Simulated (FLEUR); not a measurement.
Here is a FLEUR MaX-R8.1 (later development tree) calculation.

The input inp.xml:

```xml
<?xml version="1.0" encoding="UTF-8" standalone="no"?>
<fleurInput fleurInputVersion="0.39">
   <comment>
      Sn3Se                                                                                               
   </comment>
   <calculationSetup>
      <cutoffs Kmax="4.1" Gmax="12.7" GmaxXC="12.7" numbands="0"/>
      <scfLoop itmax="60" minDistance="0.00001" maxIterBroyd="15" imix="Anderson" alpha="0.05" precondParam="0.0" spinf="2.0" sdNocoIR="T"/>
      <coreElectrons ctail="T" frcor="F" kcrel="0" coretail_lmax="0"/>
      <xcFunctional name="vwn" relativisticCorrections="F"/>
      <magnetism jspins="1"/>
      <soc l_soc="F" theta="0.0" phi="0.0" spav="F"/>
      <expertModes spex="0" secvar="F"/>
      <geometryOptimization l_f="F" forcealpha="1.0" forcemix="BFGS" epsdisp="0.00001" epsforce="0.00001"/>
      <ldaU l_linMix="F" mixParam="0.05" spinf="1.0"/>
   </calculationSetup>
   <cell>
      <bzIntegration valenceElectrons="82.0" mode="hist" fermiSmearingEnergy="0.00183747">
         <kPointListSelection listName="default-1"/>
         <!-- k-points included here -->
         <xi:include xmlns:xi="http://www.w3.org/2001/XInclude" href="kpts.xml"> </xi:include>
      </bzIntegration>
      <!-- symmetry operations included here -->
      <xi:include xmlns:xi="http://www.w3.org/2001/XInclude" href="sym.xml"> </xi:include>
      <bulkLattice scale="1.0">
         <bravaisMatrix>
            <row-1>    8.9608526259921231     0.0000000000000000     0.0000000000000000</row-1>
            <row-2>    0.0000000000000000     8.9608526259921231     0.0000000000000000</row-2>
            <row-3>    0.0000000000000000     0.0000000000000000     8.9608526259921231</row-3>
         </bravaisMatrix>
      </bulkLattice>
   </cell>
   <atomSpecies>
      <species name="Tin (Sn)" element="Sn" atomicNumber="50">
         <mtSphere radius="2.66" gridPoints="879" logIncrement="0.015"/>
         <atomicCutoffs lmax="10" lnonsphr="10"/>
         <electronConfig flipSpins="F">
            <coreConfig>(1s1/2) (2s1/2) (2p1/2) (2p3/2) (3s1/2) (3p1/2) (3p3/2) (3d3/2) (3d5/2)</coreConfig>
            <valenceConfig>(4s1/2) (4p1/2) (4p3/2) (5s1/2) (4d3/2) (4d5/2) (5p1/2) (5p3/2)</valenceConfig>
            <stateOccupation state="(5p1/2)" spinUp="0.333333" spinDown="0.333333"/>
            <stateOccupation state="(5p3/2)" spinUp="0.666667" spinDown="0.666667"/>
         </electronConfig>
         <energyParameters s="5" p="5" d="4" f="4"/>
         <lo type="SCLO" l="0" n="4" eDeriv="0"/>
         <lo type="SCLO" l="1" n="4" eDeriv="0"/>
         <lo type="SCLO" l="1" n="4" eDeriv="1"/>
         <lo type="SCLO" l="2" n="4" eDeriv="2"/>
         <lo type="SCLO" l="3" n="4" eDeriv="2"/>
      </species>
      <species name="Selenium (Se)" element="Se" atomicNumber="34">
         <mtSphere radius="2.66" gridPoints="879" logIncrement="0.014"/>
         <atomicCutoffs lmax="10" lnonsphr="10"/>
         <electronConfig flipSpins="F">
            <coreConfig>(1s1/2) (2s1/2) (2p1/2) (2p3/2) (3s1/2) (3p1/2) (3p3/2)</coreConfig>
            <valenceConfig>(3d3/2) (3d5/2) (4s1/2) (4p1/2) (4p3/2)</valenceConfig>
            <stateOccupation state="(4p1/2)" spinUp="0.666667" spinDown="0.666667"/>
            <stateOccupation state="(4p3/2)" spinUp="1.333333" spinDown="1.333333"/>
         </electronConfig>
         <energyParameters s="4" p="4" d="4" f="4"/>
         <lo type="SCLO" l="2" n="3" eDeriv="0"/>
         <lo type="SCLO" l="0" n="4" eDeriv="2"/>
         <lo type="SCLO" l="1" n="4" eDeriv="2"/>
         <lo type="SCLO" l="3" n="4" eDeriv="2"/>
      </species>
   </atomSpecies>
   <atomGroups>
      <atomGroup species="Tin (Sn)">
         <relPos label="                   1">1.000/2.000 1.000/2.000 .0000000000</relPos>
         <relPos label="                   2">1.000/2.000 .0000000000 1.000/2.000</relPos>
         <relPos label="                   3">.0000000000 1.000/2.000 1.000/2.000</relPos>
         <force calculate="T" relaxXYZ="TTT"/>
      </atomGroup>
      <atomGroup species="Selenium (Se)">
         <relPos label="                   4">.0000000000 .0000000000 .0000000000</relPos>
         <force calculate="T" relaxXYZ="TTT"/>
      </atomGroup>
   </atomGroups>
   <output dos="F" band="F" slice="F">
      <checks vchk="F" cdinf="F"/>
      <bandDOS minEnergy="-.5*Htr" maxEnergy="0.5*Htr" sigma="0.015" storeEVData="T"/>
      <vacuumDOS vacdos="F" integ="F" star="F" nstars="0" locx1="0.0" locy1="0.0" locx2="0.0" locy2="0.0" nstm="0" tworkf="0.0"/>
      <unfoldingBand unfoldBand="F" supercellX="1" supercellY="1" supercellZ="1"/>
      <plotting iplot="0" polar="F">
         <plot TwoD="T" vec1="  1.0  0.0  0.0" vec2="  0.0  1.0  0.0" vec3="  0.0  0.0  1.0" zero="  0.0  0.0  0.0" file="plot"/>
      </plotting>
      <chargeDensitySlicing numkpt="0" minEigenval="0.0" maxEigenval="0.0" nnne="0" pallst="F"/>
      <specialOutput eonly="F"/>
      <moessbauerParams electricFieldGradient="T" isomerShift="T" coreHyperfine="T" valenceHyperfine="T"/>
      <magneticCircularDichroism mcd="F" energyLo="-10.0" energyUp="0.0"/>
   </output>
  <!-- We include the file relax.xml here to enable relaxations (see documentation) -->
  <xi:include xmlns:xi="http://www.w3.org/2001/XInclude" href="relax.xml"> <xi:fallback/> </xi:include>
</fleurInput>
```

File crystal.txt:

```
Sn3Se
&input cartesian=F /
4.7418790000  0.0000000000  0.0000000000
0.0000000000  4.7418790000  0.0000000000
0.0000000000  0.0000000000  4.7418790000
1.8897261246
1.0 1.0 1.0

4
50 0.5000000000  0.5000000000  0.0000000000
50 0.5000000000  0.0000000000  0.5000000000
50 0.0000000000  0.5000000000  0.5000000000
34 0.0000000000  0.0000000000  0.0000000000

&kpt div1=6 div2=6 div3=6 gamma=T /
```

File inp.xml (bands):

```
<?xml version="1.0" encoding="UTF-8" standalone="no"?>
<fleurInput fleurInputVersion="0.39">
   <comment>
      Sn3Se                                                                                               
   </comment>
   <calculationSetup>
      <cutoffs Kmax="4.1" Gmax="12.7" GmaxXC="12.7" numbands="0"/>
      <scfLoop itmax="60" minDistance="0.00001" maxIterBroyd="15" imix="Anderson" alpha="0.05" precondParam="0.0" spinf="2.0" sdNocoIR="T"/>
      <coreElectrons ctail="T" frcor="F" kcrel="0" coretail_lmax="0"/>
      <xcFunctional name="vwn" relativisticCorrections="F"/>
      <magnetism jspins="1"/>
      <soc l_soc="F" theta="0.0" phi="0.0" spav="F"/>
      <expertModes spex="0" secvar="F"/>
      <geometryOptimization l_f="F" forcealpha="1.0" forcemix="BFGS" epsdisp="0.00001" epsforce="0.00001"/>
      <ldaU l_linMix="F" mixParam="0.05" spinf="1.0"/>
   </calculationSetup>
   <cell>
      <bzIntegration valenceElectrons="82.0" mode="hist" fermiSmearingEnergy="0.00183747">
         <kPointListSelection listName="path-1"/>
         <!-- k-points included here -->
         <xi:include xmlns:xi="http://www.w3.org/2001/XInclude" href="kpts.xml"> </xi:include>
      </bzIntegration>
      <!-- symmetry operations included here -->
      <xi:include xmlns:xi="http://www.w3.org/2001/XInclude" href="sym.xml"> </xi:include>
      <bulkLattice scale="1.0">
         <bravaisMatrix>
            <row-1>    8.9608526259921231     0.0000000000000000     0.0000000000000000</row-1>
            <row-2>    0.0000000000000000     8.9608526259921231     0.0000000000000000</row-2>
            <row-3>    0.0000000000000000     0.0000000000000000     8.9608526259921231</row-3>
         </bravaisMatrix>
      </bulkLattice>
   </cell>
   <atomSpecies>
      <species name="Tin (Sn)" element="Sn" atomicNumber="50">
         <mtSphere radius="2.66" gridPoints="879" logIncrement="0.015"/>
         <atomicCutoffs lmax="10" lnonsphr="10"/>
         <electronConfig flipSpins="F">
            <coreConfig>(1s1/2) (2s1/2) (2p1/2) (2p3/2) (3s1/2) (3p1/2) (3p3/2) (3d3/2) (3d5/2)</coreConfig>
            <valenceConfig>(4s1/2) (4p1/2) (4p3/2) (5s1/2) (4d3/2) (4d5/2) (5p1/2) (5p3/2)</valenceConfig>
            <stateOccupation state="(5p1/2)" spinUp="0.333333" spinDown="0.333333"/>
            <stateOccupation state="(5p3/2)" spinUp="0.666667" spinDown="0.666667"/>
         </electronConfig>
         <energyParameters s="5" p="5" d="4" f="4"/>
         <lo type="SCLO" l="0" n="4" eDeriv="0"/>
         <lo type="SCLO" l="1" n="4" eDeriv="0"/>
         <lo type="SCLO" l="1" n="4" eDeriv="1"/>
         <lo type="SCLO" l="2" n="4" eDeriv="2"/>
         <lo type="SCLO" l="3" n="4" eDeriv="2"/>
      </species>
      <species name="Selenium (Se)" element="Se" atomicNumber="34">
         <mtSphere radius="2.66" gridPoints="879" logIncrement="0.014"/>
         <atomicCutoffs lmax="10" lnonsphr="10"/>
         <electronConfig flipSpins="F">
            <coreConfig>(1s1/2) (2s1/2) (2p1/2) (2p3/2) (3s1/2) (3p1/2) (3p3/2)</coreConfig>
            <valenceConfig>(3d3/2) (3d5/2) (4s1/2) (4p1/2) (4p3/2)</valenceConfig>
            <stateOccupation state="(4p1/2)" spinUp="0.666667" spinDown="0.666667"/>
            <stateOccupation state="(4p3/2)" spinUp="1.333333" spinDown="1.333333"/>
         </electronConfig>
         <energyParameters s="4" p="4" d="4" f="4"/>
         <lo type="SCLO" l="2" n="3" eDeriv="0"/>
         <lo type="SCLO" l="0" n="4" eDeriv="2"/>
         <lo type="SCLO" l="1" n="4" eDeriv="2"/>
         <lo type="SCLO" l="3" n="4" eDeriv="2"/>
      </species>
   </atomSpecies>
   <atomGroups>
      <atomGroup species="Tin (Sn)">
         <relPos label="                   1">1.000/2.000 1.000/2.000 .0000000000</relPos>
         <relPos label="                   2">1.000/2.000 .0000000000 1.000/2.000</relPos>
         <relPos label="                   3">.0000000000 1.000/2.000 1.000/2.000</relPos>
         <force calculate="T" relaxXYZ="TTT"/>
      </atomGroup>
      <atomGroup species="Selenium (Se)">
         <relPos label="                   4">.0000000000 .0000000000 .0000000000</relPos>
         <force calculate="T" relaxXYZ="TTT"/>
      </atomGroup>
   </atomGroups>
   <output dos="F" band="T" slice="F">
      <checks vchk="F" cdinf="F"/>
      <bandDOS minEnergy="-.5*Htr" maxEnergy="0.5*Htr" sigma="0.015" storeEVData="T"/>
      <vacuumDOS vacdos="F" integ="F" star="F" nstars="0" locx1="0.0" locy1="0.0" locx2="0.0" locy2="0.0" nstm="0" tworkf="0.0"/>
      <unfoldingBand unfoldBand="F" supercellX="1" supercellY="1" supercellZ="1"/>
      <plotting iplot="0" polar="F">
         <plot TwoD="T" vec1="  1.0  0.0  0.0" vec2="  0.0  1.0  0.0" vec3="  0.0  0.0  1.0" zero="  0.0  0.0  0.0" file="plot"/>
      </plotting>
      <chargeDensitySlicing numkpt="0" minEigenval="0.0" maxEigenval="0.0" nnne="0" pallst="F"/>
      <specialOutput eonly="F"/>
      <moessbauerParams electricFieldGradient="T" isomerShift="T" coreHyperfine="T" valenceHyperfine="T"/>
      <magneticCircularDichroism mcd="F" energyLo="-10.0" energyUp="0.0"/>
   </output>
  <!-- We include the file relax.xml here to enable relaxations (see documentation) -->
  <xi:include xmlns:xi="http://www.w3.org/2001/XInclude" href="relax.xml"> <xi:fallback/> </xi:include>
</fleurInput>
```

Potentials or basis: all-electron, FLAPW.

Launch:

```bash
$ inpgen -f crystal.txt -profile fastHighL
$ # inp.xml edited to the form shown
$ fleur_MPI
$ fleur_MPI   # second run, on inp.xml (bands)
```

Question: Predict the band gap along the path.

Answer: None (metal or under the smearing width).

Levels at the corners of the path, in eV from the Fermi level:
```
point  band 37  band 38  band 39  band 40  band 41  band 42  band 43  band 44  band 45  band 46
    Γ    -4.27    -4.27    -4.27    -0.03    -0.03    -0.03     2.24     2.24     2.24     4.34
    X    -3.19    -3.19    -1.82    -1.75    -1.75    -0.12     1.85     2.08     2.17     2.17
    M    -2.51    -2.35    -2.03    -2.03    -0.66     0.10     0.10     0.13     3.12     3.12
    Γ    -4.27    -4.27    -4.27    -0.03    -0.03    -0.03     2.24     2.24     2.24     4.34
    R    -5.19    -5.19    -5.19    -4.65     1.97     1.97     1.97     5.80     5.80     6.00
    X    -3.19    -3.19    -1.82    -1.75    -1.75    -0.12     1.85     2.08     2.17     2.17
    M    -2.51    -2.35    -2.03    -2.03    -0.66     0.10     0.10     0.13     3.12     3.12
    R    -5.19    -5.19    -5.19    -4.65     1.97     1.97     1.97     5.80     5.80     6.00
```

Caveat: spin-orbit coupling is left out, which moves the levels of the heavy elements.
